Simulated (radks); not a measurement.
# Rb²⁺ in [Ar] 3d10 4s2 4p5: an all-electron calculation

The task here is to estimate one member of a computed series from the others.

The numbers are computed with radks (a radial shooting solver on a logarithmic mesh, Libxc functionals) version 1 (Dirac Kohn-Sham, revPBE, spin-unpolarised, spherical densities, point nucleus; open shells fill j = l - 1/2 first), except any that are marked as measured or tabulated.

**The atom as given**

- element: rubidium (Z = 37)
- charge: +2
- electrons: 35
- configuration: [Ar] 3d10 4s2 4p5

Set-up of the first run:

The run's settings:

```text
Z 37
configuration [Ar] 3d10 4s2 4p5
relativity Dirac
functional pbe_r,pbe
spin unpolarised
j_filling energy
nucleus point
c 137.035999084
```

Launch:

```console
$ python run_ks.py task.json out
```

The same process makes all the runs of this session.

Steps of the session up to this table: Self-consistent calculation.

One of the session's tables, all rows but one given; the rest of the session is left out.

It belongs to the step «Radial structure». From the orbitals of this run (lengths in bohr):

```
level      <r>  outermost maximum (interpolated)  90 % within  nodes
1s1/2  0.04029                            0.0263       0.0721      0
2s1/2   0.1775                             0.150        0.275      1
2p1/2   0.1523                             0.117        0.249      0
2p3/2   0.1563                             0.121        0.255      0
3s1/2   0.5102                             0.451        0.758      2
3p1/2   0.5114                             0.441        0.778      1
3p3/2   0.5218                             0.449        0.794      1
3d3/2   0.5224                             0.392        0.851      0
3d5/2   0.5262                             0.394        0.856      0
4s1/2    1.423                              1.25         2.09      3
4p1/2        ?                                 ?            ?      ?
4p3/2    1.647                              1.41         2.46      2
```

Estimate the missing values for 4p1/2.

**Answer.** <r>: 1.617; outermost maximum (interpolated): 1.38; 90 % within: 2.41; nodes: 2. In the column «<r>» it lies between 4s1/2 (1.423) and 4p3/2 (1.647).

Caveats from the session: Spin polarisation and multiplet splitting are left out.
